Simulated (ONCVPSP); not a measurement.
# Ce: generating and testing an ONCV potential

Aim: build the potential from the settings below, then test how well it stands in for the atom: other configurations, scattering, ghost states and the plane-wave cutoff that it needs.

The numbers are computed with ONCVPSP 4.0.1 (LDA (Perdew-Wang 92), scalar-relativistic, spin-unpolarised reference atom).

## Step 1: The atom and the settings

The settings as typed:

* element: cerium (Ce, Z = 58)
* type: optimised norm-conserving Vanderbilt (ONCV)
* frozen core: [Kr] 4d10
* valence charge: 12
* reference configuration: 4f1 5s2 5p6 5d1 (charge +2)
* partial waves: 5s: rc 2.15 bohr, ncon 3, nbas 7, qcut 6.3 1/bohr, 1 projector; 5p: rc 2.85 bohr, ncon 4, nbas 7, qcut 6.2 1/bohr, 2 projectors, debl 1 Ha; 5d: rc 3.20 bohr, ncon 4, nbas 9, qcut 5.3 1/bohr, 2 projectors, debl 3.8 Ha; 4f: rc 1.25 bohr, ncon 3, nbas 8, qcut 15.4 1/bohr, 2 projectors, debl 2.3 Ha
* local potential: polynomial inside 1.00 bohr (lpopt 5, dvloc0 0 Ha)
* core correction: not asked for

The outer shells as boxes (Hund's rule for the drawing; the calculation is spin-unpolarised):

```
[Kr] core
4d [↑↓][↑↓][↑↓][↑↓][↑↓]
4f [↑ ][  ][  ][  ][  ][  ][  ]
5s [↑↓]
5p [↑↓][↑↓][↑↓]
5d [↑ ][  ][  ][  ][  ]
```

## Step 2: The generation run

Input file Ce.dat:

```
# ATOM AND REFERENCE CONFIGURATION
# atsym  z   nc   nv     iexc    psfile
  Ce 58.00    9    4  -001012      upf
#
#   n    l    f
    1    0    2.00
    2    0    2.00
    2    1    6.00
    3    0    2.00
    3    1    6.00
    3    2   10.00
    4    0    2.00
    4    1    6.00
    4    2   10.00
    4    3    1.00
    5    0    2.00
    5    1    6.00
    5    2    1.00
#
# PSEUDOPOTENTIAL AND OPTIMIZATION
# lmax
    3
#
#   l,   rc,      ep,       ncon, nbas, qcut
    0    2.15    0.00    3    7    6.30
    1    2.85    0.00    4    7    6.20
    2    3.20    0.00    4    9    5.30
    3    1.25    0.00    3    8   15.40
#
# LOCAL POTENTIAL
# lloc, lpopt,  rc(5),   dvloc0
    4    5    1.00    0.00
#
# VANDERBILT-KLEINMAN-BYLANDER PROJECTORs
# l, nproj, debl
    0    1    2.90
    1    2    1.00
    2    2    3.80
    3    2    2.30
#
# MODEL CORE CHARGE
# icmod, fcfact, rcfact
    0    0.00    0.00
#
# LOG DERIVATIVE ANALYSIS
# epsh1, epsh2, depsh
   -3.00    5.00    0.02
#
# OUTPUT GRID
# rlmax, drl
    6.00    0.01
#
# TEST CONFIGURATIONS
# ncnf
    4
# nvcnf
#   n    l    f
    5
    4    3    1.00
    5    0    2.00
    5    1    6.00
    5    2    1.00
    6    0    2.00
#
    5
    4    3    1.00
    5    0    2.00
    5    1    6.00
    5    2    1.00
    6    0    1.00
#
    4
    4    3    1.00
    5    0    2.00
    5    1    6.00
    5    2    0.00
#
    5
    4    3    1.00
    5    0    2.00
    5    1    6.00
    5    2    1.50
    6    0    1.50
#
```

Started as:

```
oncvpsp.x < Ce.dat > Ce.out
```

Before running it: what results should come out? Wanted: cutoffs for 1 and 0.1 mHa per electron, occupied waves; bound ghosts; GHOST(+) flags; largest test error; largest phase difference near zero energy, channels read; projector energies reset by the program.

**Answer**, as computed:

| quantity | value |
| --- | --- |
| cutoffs for 1 and 0.1 mHa per electron, occupied waves | 87 Ha and 97 Ha |
| bound ghosts | s at -330.63 eV |
| GHOST(+) flags | p at -33 eV, d at 136 eV |
| largest test error (AE − PS) | +2.1 meV, for 4f1 5s2 5p6 5d0 (3 tests unsolved) |
| largest phase difference near zero energy, channels read | 3.142 rad |
| projector energies reset by the program | p: -1.327, 0.050 Ha |

In words: A bound ghost (s) makes it unfit for use: electrons can fall into a state that the atom doesn't have. By total energies transferability is very good where solved: the largest error is 2.1 meV on 19.3 eV, for 4f1 5s2 5p6 5d0. Atomic tests can pass in spite of a ghost, since they solve only for the levels asked. Of the tests 3 gave no usable energy difference, which is a warning in itself. By its cutoff, 87 Ha for the looser tolerance, it is very hard. At the looser tolerance the 4f wave is the slowest; 5s needs 13 Ha. Of the channels read, p scatters worst near zero energy, by up to 3.14 rad. A step near π is an extra or missing state, not a misfit of shape. The program also flags highly localised states, GHOST(+) (p, d).
